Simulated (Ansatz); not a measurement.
**CH₇AlBN: one species, many methods**

The task here is to estimate one member of a computed series from the others.

The runs use Ansatz 0.2.0, Gaussian basis; functionals in def2-TZVPP, the program's frozen cores in correlated methods.

The runs, in order: LDA (SPW92), PBE-D4, revPBE-D4, BLYP-D4, r2SCAN-D4, B97M-V, PBE0-D4, B3LYP-D4, r2SCANh-D4, r2SCAN0-D4, HSE06-D4, BHLYP-D4, CAM-B3LYP-D4, LC-ωPBE, ωB97X-V, ωB97M-V, B2PLYP, PBE-QIDH; CCSD(T)/def2-SVP; CCSD(T)/def2-TZVPP; MP2/def2-QZVPP; extrapolation to the limit; RPA on PBE.

## The relaxed structure

An earlier PBE0-D4 in a triple-zeta def2 set relaxation fixed the geometry.

SMILES `[BH2][Al]([CH3])[NH2]`, 11 atoms, charge 0, spin multiplicity 1.

Atoms are counted from 1 here; the program's logs count them from 0.

Bond lengths: B1–Al2 2.131 Å, B1–H5 1.201 Å, B1–H6 1.201 Å, Al2–C3 1.959 Å, Al2–N4 1.777 Å, C3–H7 1.094 Å, C3–H8 1.095 Å, C3–H9 1.095 Å, N4–H10 1.008 Å, N4–H11 1.007 Å. Angles: Al2–B1–H5 123.2°, Al2–B1–H6 123.2°, H5–B1–H6 113.6°, B1–Al2–C3 123.4°, B1–Al2–N4 118.9°, C3–Al2–N4 117.7°, Al2–C3–H7 112.2°, Al2–C3–H8 111.3°, Al2–C3–H9 111.4°, H7–C3–H8 107.6°, H7–C3–H9 107.6°, H8–C3–H9 106.5°, Al2–N4–H10 124.4°, Al2–N4–H11 125.8°, H10–N4–H11 109.8°.

Coordinates:

| atom | x (Å) | y (Å) | z (Å) |
| --- | --- | --- | --- |
| B1 | -0.9755 | 1.9166 | -0.2612 |
| Al2 | -0.0154 | 0.0166 | -0.1743 |
| C3 | 0.5202 | -0.8452 | 1.5016 |
| N4 | 0.3233 | -0.8447 | -1.6907 |
| H5 | -0.3740 | 2.9544 | -0.3286 |
| H6 | -2.1683 | 2.0531 | -0.2182 |
| H7 | 0.9927 | -1.8172 | 1.3341 |
| H8 | 1.2290 | -0.2246 | 2.0598 |
| H9 | -0.3395 | -1.0043 | 2.1608 |
| H10 | 0.7716 | -1.7455 | -1.7463 |
| H11 | 0.1013 | -0.5161 | -2.6163 |

The first run:

in.yaml

```yaml
crystal:
  periodic: [false, false, false]
  atoms:
    - {symbol: B, position_ang: [-0.975478, 1.916578, -0.261218]}
    - {symbol: Al, position_ang: [-0.015436, 0.016578, -0.174349]}
    - {symbol: C, position_ang: [0.520196, -0.845197, 1.501640]}
    - {symbol: N, position_ang: [0.323342, -0.844677, -1.690735]}
    - {symbol: H, position_ang: [-0.374026, 2.954351, -0.328556]}
    - {symbol: H, position_ang: [-2.168289, 2.053085, -0.218166]}
    - {symbol: H, position_ang: [0.992709, -1.817197, 1.334058]}
    - {symbol: H, position_ang: [1.228971, -0.224598, 2.059751]}
    - {symbol: H, position_ang: [-0.339545, -1.004344, 2.160770]}
    - {symbol: H, position_ang: [0.771640, -1.745530, -1.746333]}
    - {symbol: H, position_ang: [0.101316, -0.516150, -2.616262]}
basis:
  gaussian: {orbitals: def2-TZVPP}
hamiltonian: {xc: lda}
output: {orbitals: {seedname: orbitals}}
```

Command:

```
ansatz run in.yaml --threads 2 --pin off --events-out ev --progress --plain --max-ram 4352MiB
```

Among the steps run: LDA; PBE-D4 (GGA); revPBE-D4 (GGA); BLYP-D4 (GGA); r2SCAN-D4 (meta-GGA); B97M-V (meta-GGA); B3LYP-D4 (hybrid); r2SCANh-D4 (hybrid); r2SCAN0-D4 (hybrid); HSE06-D4 (hybrid); BHLYP-D4 (hybrid); CAM-B3LYP-D4 (range-separated); LC-ωPBE (range-separated); ωB97X-V (range-separated); ωB97M-V (range-separated); B2PLYP (double hybrid); PBE-QIDH (double hybrid).

One of the session's tables, all rows but one given; the rest of the session is left out.

It belongs to the step «Frontier levels by functional». 

```
  functional  HOMO (eV)  LUMO (eV)  gap (eV)
 LDA (SPW92)      -6.02      -3.44      2.58
      PBE-D4      -5.91      -3.15      2.76
   revPBE-D4      -5.84      -3.03      2.82
     BLYP-D4      -5.78      -2.96      2.82
   r2SCAN-D4      -6.15      -2.78      3.37
      B97M-V      -6.18      -2.95      3.23
     PBE0-D4      -7.10      -2.13      4.97
    B3LYP-D4      -6.91      -2.33      4.58
  r2SCANh-D4      -6.59      -2.43      4.16
  r2SCAN0-D4          ?          ?         ?
    HSE06-D4      -6.70      -2.51      4.19
    BHLYP-D4      -8.20      -1.07      7.14
CAM-B3LYP-D4      -8.45      -1.00      7.45
     LC-ωPBE      -9.81       0.21     10.01
     ωB97X-V      -9.45       0.08      9.53
     ωB97M-V      -9.25      -0.21      9.05
```

Estimate the missing values for r2SCAN0-D4.

Worked estimate for «HOMO (eV)». Against the share of exact exchange, r2SCAN-D4 (0, -6.15), r2SCANh-D4 (0.1, -6.59) give a slope of -4.40 per unit share; at 0.25 the line stands at -7.25.

**Answer.** HOMO (eV): -7.25; LUMO (eV): -1.93; gap (eV): 5.33. In «HOMO (eV)» the line misses by 0.00.
